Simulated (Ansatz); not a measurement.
# C₂H₁₀AlOP: basis-set convergence

An exercise on one series of results from a longer session: the logs are not shown, and one member is left open.

Program: Ansatz 0.2.0, Gaussian basis. Level of theory: one geometry, several basis sets. These are calculated values, not measurements.

The runs, in order: PBE0-D4/def2-SVP; ωB97M-V/def2-SVP; PBE0-D4/def2-QZVPP; ωB97M-V/def2-QZVPP; the functionals' def2-TZVPP values are taken from earlier runs.

**Structure used throughout**

An earlier PBE0-D4 in a triple-zeta def2 set relaxation fixed the geometry.

SMILES `[CH3][Al-]([CH3])([OH])[PH3+]`, 15 atoms, charge 0, spin multiplicity 1.

Atoms are counted from 1 here; the program's logs count them from 0.

Bond lengths: C1–Al2 1.960 Å, C1–H6 1.095 Å, C1–H7 1.096 Å, C1–H8 1.094 Å, Al2–C3 1.967 Å, Al2–O4 1.730 Å, Al2–P5 2.617 Å, C3–H9 1.095 Å, C3–H10 1.096 Å, C3–H11 1.095 Å, O4–H12 0.955 Å, P5–H13 1.413 Å, P5–H14 1.411 Å, P5–H15 1.410 Å. Angles: Al2–C1–H6 112.6°, Al2–C1–H7 110.5°, Al2–C1–H8 112.1°, H6–C1–H7 106.7°, H6–C1–H8 107.9°, H7–C1–H8 106.7°, C1–Al2–C3 121.8°, C1–Al2–O4 114.7°, C1–Al2–P5 98.5°, C3–Al2–O4 118.6°, C3–Al2–P5 101.2°, O4–Al2–P5 91.9°, Al2–C3–H9 113.1°, Al2–C3–H10 110.7°, Al2–C3–H11 111.9°, H9–C3–H10 106.8°, H9–C3–H11 107.4°, H10–C3–H11 106.5° and more.

Set-up of the first run:

Input file in.yaml:

```yaml
crystal:
  periodic: [false, false, false]
  atoms:
    - {symbol: C, position_ang: [-1.773403, -0.023418, 1.069031]}
    - {symbol: Al, position_ang: [-0.170278, -0.633798, 0.120985]}
    - {symbol: C, position_ang: [1.565198, -0.814906, 1.028021]}
    - {symbol: O, position_ang: [-0.482391, -1.607879, -1.274180]}
    - {symbol: P, position_ang: [0.244537, 1.492489, -1.346579]}
    - {symbol: H, position_ang: [-1.595066, 0.880918, 1.660056]}
    - {symbol: H, position_ang: [-2.121902, -0.792111, 1.767841]}
    - {symbol: H, position_ang: [-2.602983, 0.180714, 0.385458]}
    - {symbol: H, position_ang: [2.404105, -0.923883, 0.333131]}
    - {symbol: H, position_ang: [1.573774, -1.699091, 1.675589]}
    - {symbol: H, position_ang: [1.781847, 0.044436, 1.671416]}
    - {symbol: H, position_ang: [0.187472, -2.185950, -1.634252]}
    - {symbol: H, position_ang: [0.510736, 2.803601, -0.892365]}
    - {symbol: H, position_ang: [1.271034, 1.420523, -2.312204]}
    - {symbol: H, position_ang: [-0.814479, 1.807755, -2.222748]}
basis:
  gaussian: {orbitals: def2-SVP}
hamiltonian: {xc: pbe0, dispersion: d4}
output: {orbitals: {seedname: orbitals}}
```

Started as:

```bash
$ ansatz run in.yaml --threads 4 --pin off --events-out ev --progress --plain --max-ram 11315MiB
```

Among the steps run: PBE0-D4 in def2-SVP; ωB97M-V in def2-SVP; PBE0-D4 in def2-QZVPP; ωB97M-V in def2-QZVPP.

One table of the session follows, with a row left open; its other results are not shown here.

It belongs to the step «Density functionals: the series». 

| functional | basis | HOMO (eV) | LUMO (eV) |
| --- | --- | --- | --- |
| PBE0-D4 | def2-SVP | ? | ? |
| PBE0-D4 | def2-TZVPP | -7.09 | -0.05 |
| PBE0-D4 | def2-QZVPP | -7.12 | -0.14 |
| ωB97M-V | def2-SVP | -9.23 | 2.27 |
| ωB97M-V | def2-TZVPP | -9.36 | 1.79 |
| ωB97M-V | def2-QZVPP | -9.38 | 1.10 |

Q: Estimate the row for PBE0-D4, def2-SVP from the others.

The run gave: HOMO (eV): -6.97; LUMO (eV): 0.32. In the column «HOMO (eV)» it is the highest.
